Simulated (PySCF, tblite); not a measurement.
# 1-propylnaphthalene: geometry, infrared bands, NMR shifts, spin-spin couplings and electronic excitations

Wanted: the infrared bands, NMR shifts, spin-spin couplings and electronic excitations of 1-propylnaphthalene (`CCCc1cccc2ccccc12`), by calculation.

Programs: tblite 0.8.0 and PySCF 2.14.0, with density-fitted response routines of our own. Each step states its level of theory. These are calculated values for one molecule in the gas phase, unless marked as measured. Atoms are numbered from 0 throughout.

## Step 1: Starting geometry

27 atoms, charge 0, multiplicity 1; geometry from: force field or distance geometry start.

Bonds of the start (Å): C0–C1 1.55, C1–C2 1.51, C2–C3 1.48, C3–C4 1.39, C4–C5 1.39, C5–C6 1.39, C6–C7 1.39, C7–C8 1.37, C8–C9 1.38, C9–C10 1.38, C10–C11 1.37, C11–C12 1.36, C12–C3 1.37, C12–C7 1.39, C0–H13 1.10, C0–H14 1.12, C0–H15 1.10, C1–H16 1.12, C1–H17 1.11, C2–H18 1.10, C2–H19 1.12, C4–H20 1.07, C5–H21 1.07, C6–H22 1.07, C8–H23 1.10, C9–H24 1.08, C10–H25 1.09, C11–H26 1.09.

## Step 2: Relaxing the molecule with GFN2-xTB

What the job is given:

```
{"job": {"kind": "relax", "xc": "GFN2-xTB", "basis": "xTB"}, "charge": 0, "multiplicity": 1}
C      3.706100     0.801700    -0.526000
C      2.225600     0.475100    -0.840400
C      1.709300    -0.370800     0.297100
C      0.290700    -0.762000     0.124400
C      0.053000    -2.060300    -0.321100
C     -1.224100    -2.551400    -0.543100
C     -2.313700    -1.728600    -0.288200
C     -2.085100    -0.440200     0.180900
C     -3.200000     0.319300     0.421600
C     -3.023900     1.608700     0.892400
C     -1.738600     2.070200     1.088200
C     -0.630600     1.306000     0.848500
C     -0.797800     0.033400     0.393800
H      4.229200     1.220800    -1.396700
H      3.777500     1.544900     0.304700
H      4.137800    -0.138600    -0.144600
H      1.756500     1.484400    -0.914800
H      2.122600    -0.090800    -1.788700
H      2.304300    -1.293400     0.336500
H      1.875400     0.104300     1.300300
H      0.868400    -2.724400    -0.535000
H     -1.408900    -3.541500    -0.896200
H     -3.305500    -2.101900    -0.434400
H     -4.200600    -0.092000     0.245100
H     -3.896000     2.211100     1.081000
H     -1.634900     3.083500     1.462800
H      0.383500     1.659100     1.004900
```

The run is started by

```console
$ OMP_NUM_THREADS=2 python probes_run.py task.json out
```

One launch serves the whole session: the jobs run in the order shown.

**Question.** This job is followed by: GFN2-xTB harmonic vibrations, gas phase; PBE0-D3(BJ)/def2-SVP geometry optimisation, gas phase; GIAO PBE0/pcSseg-1 NMR shielding, non-relativistic, gas phase; B3LYP/pcJ-1 indirect spin-spin coupling, non-relativistic, gas phase; TDDFT B3LYP/def2-SVPD, vertical, gas phase, core orbitals frozen in the response; GIAO WP04/pcSseg-1 NMR shielding, non-relativistic, gas phase. Predict these results of the whole session: strongest single infrared mode (GFN2-xTB); zero-point energy (GFN2-xTB); point group; rotational constants (main isotopes); 13C shifts against TMS (PBE0/pcSseg-1); 1H shifts against TMS (PBE0/pcSseg-1, means over atoms taken as alike); largest coupling of the table (B3LYP/pcJ-1); lowest singlet (B3LYP/def2-SVPD); brightest single state of those computed; lowest triplet; range of the shift of C12.

**Answer**, as computed:

| quantity | value |
| --- | --- |
| strongest single infrared mode (GFN2-xTB) | 3084 cm⁻¹, 114 km/mol |
| zero-point energy (GFN2-xTB) | 142.5 kcal/mol |
| point group | C1 |
| rotational constants (main isotopes) | 1.21, 0.63, 0.43 GHz |
| 13C shifts against TMS (PBE0/pcSseg-1) | 145.1, 137.3, 135.2, 134.7, 132.5, 131.8, 131.1, 130.9, 130.8, 129.3, 39.5, 29.1, 16.9 ppm |
| 1H shifts against TMS (PBE0/pcSseg-1, means over atoms taken as alike) | 8.14, 7.95, 7.83, 7.67, 7.64, 7.57, 7.51, 2.88, 1.56, 1.18 ppm |
| largest coupling of the table (B3LYP/pcJ-1) | 1J(C,H) C9–H24, 167.0 Hz |
| lowest singlet (B3LYP/def2-SVPD) | 4.24 eV (292 nm), f = 0.090 |
| brightest single state of those computed | state 4, 5.71 eV, f = 0.478 |
| lowest triplet | 2.96 eV |
| range of the shift of C12 | 135.2 to 137.3 ppm |

What this shows: The optimisation took 76 steps and gained 0.579 eV; among the close pairs (by a distance rule), C11–C12 changed most, from 1.362 to 1.413 Å (GFN2-xTB). No mode is imaginary among the 75: a minimum at this level. GFN2-xTB is a fitted tight-binding method: band positions and strengths are rough. Its intensities can rank the bands wrongly. Over 7 steps the energy fell by 0.325 eV; of the close pairs, C0–H15 changed most, 1.045 to 1.102 Å (PBE0/def2-SVP). No frequency check was run at this level, so the end point may be a saddle. NICS(1)zz of -28 ppm above the planar ring from C3 marks a diatropic (aromatic) ring current. NICS(1)zz of -29 ppm above the planar ring from C7 marks a diatropic (aromatic) ring current. Of the pairs tabulated at B3LYP/pcJ-1, C9–H24 couples most strongly (167.0 Hz; Fermi contact 165.8 Hz). Couplings across rotatable bonds belong to this one conformer; where others are populated, the observed values are averages, and the simulated multiplets take (2 J gauche + J anti)/3 across rotating chain bonds. The first singlet state (HOMO→LUMO 0.94) lies at 4.24 eV and is bright; of the 10 states computed, the strongest absorption comes from state 4 at 5.71 eV. The lowest triplet lies 1.28 eV below the lowest singlet (triplets in Tamm-Dancoff, singlets in full TDDFT). In ppm, C12 moves most: its shift spreads over 2.1 ppm, from 135.2 (PBE0/pcSseg-1) to 137.3 (WP04/pcSseg-1).
